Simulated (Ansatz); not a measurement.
# ClFH₄Si₂: up Jacob's ladder to CCSD(T)

An exercise on one series of results from a longer session: the logs are not shown, and one member is left open.

Method: functionals in def2-TZVPP, the program's frozen cores in correlated methods; program: Ansatz 0.2.0, Gaussian basis.

Plan: PBE-D4, r2SCAN-D4, PBE0-D4, B3LYP-D4, ωB97X-V, ωB97M-V, B2PLYP; CCSD(T)/def2-TZVPP; CCSD(T)/def2-QZVPP; extrapolation to the limit.

## The geometry

All runs share one geometry, relaxed beforehand with PBE0-D4 in a triple-zeta def2 set.

SMILES `F[SiH2][SiH2]Cl`, 8 atoms, charge 0, spin multiplicity 1.

Atoms are counted from 1 here; the program's logs count them from 0.

Bond lengths: F1–Si2 1.603 Å, Si2–Si3 2.345 Å, Si2–H5 1.487 Å, Si2–H6 1.485 Å, Si3–Cl4 2.060 Å, Si3–H7 1.486 Å, Si3–H8 1.484 Å. Angles: F1–Si2–Si3 109.6°, F1–Si2–H5 108.0°, F1–Si2–H6 108.3°, Si3–Si2–H5 110.5°, Si3–Si2–H6 110.8°, H5–Si2–H6 109.7°, Si2–Si3–Cl4 109.3°, Si2–Si3–H7 109.8°, Si2–Si3–H8 112.1°, Cl4–Si3–H7 108.3°, Cl4–Si3–H8 108.2°, H7–Si3–H8 109.2°.

Geometry (Å):

```xyz
8

F    -1.1498    1.9484   -0.1484
Si    0.2465    1.1600   -0.1471
Si   -0.1370   -1.1163    0.2675
Cl   -1.2046   -1.9225   -1.2994
H     1.1043    1.7451    0.9170
H     0.8909    1.3526   -1.4705
H     1.1601   -1.8345    0.3655
H    -0.9105   -1.3328    1.5154
```

Set-up of the first run:

File in.yaml:

```yaml
crystal:
  periodic: [false, false, false]
  atoms:
    - {symbol: F, position_ang: [-1.149805, 1.948353, -0.148411]}
    - {symbol: Si, position_ang: [0.246496, 1.159991, -0.147082]}
    - {symbol: Si, position_ang: [-0.136975, -1.116251, 0.267513]}
    - {symbol: Cl, position_ang: [-1.204599, -1.922494, -1.299395]}
    - {symbol: H, position_ang: [1.104338, 1.745076, 0.917012]}
    - {symbol: H, position_ang: [0.890873, 1.352616, -1.470520]}
    - {symbol: H, position_ang: [1.160127, -1.834515, 0.365492]}
    - {symbol: H, position_ang: [-0.910474, -1.332766, 1.515382]}
basis:
  gaussian: {orbitals: def2-TZVPP}
hamiltonian: {xc: pbe, dispersion: d4}
output: {forces: true, orbitals: {seedname: orbitals}}
```

On the command line:

```sh
$ ansatz run in.yaml --threads 2 --pin off --events-out ev --progress --plain --max-ram 32768MiB --backend cpu
```

Among the steps run: PBE-D4 (GGA); r2SCAN-D4 (meta-GGA); PBE0-D4 (hybrid); B3LYP-D4 (hybrid); ωB97X-V (range-separated); ωB97M-V (range-separated); B2PLYP (double hybrid); CCSD(T) in def2-TZVPP; CCSD(T) in def2-QZVPP.

One table of the session follows, with a row left open; its other results are not shown here.

| method | atomisation energy (kJ/mol) |
| --- | --- |
| PBE-D4 | 2509.4 |
| r2SCAN-D4 | 2527.2 |
| PBE0-D4 | ? |
| B3LYP-D4 | 2507.6 |
| ωB97X-V | 2547.8 |
| ωB97M-V | 2527.2 |
| B2PLYP | 2484.0 |
| HF/def2-TZVPP | 1927.6 |
| MP2/def2-TZVPP | 2486.2 |
| CCSD/def2-TZVPP | 2429.8 |
| CCSD(T)/def2-TZVPP | 2458.0 |
| MP2/CBS | 2564.6 |
| CCSD(T)/CBS | 2540.4 |

Estimate the missing values for PBE0-D4.

The run gave: atomisation energy (kJ/mol): 2490.0. In the column «atomisation energy (kJ/mol)» it lies between MP2/def2-TZVPP (2486.2) and B3LYP-D4 (2507.6).
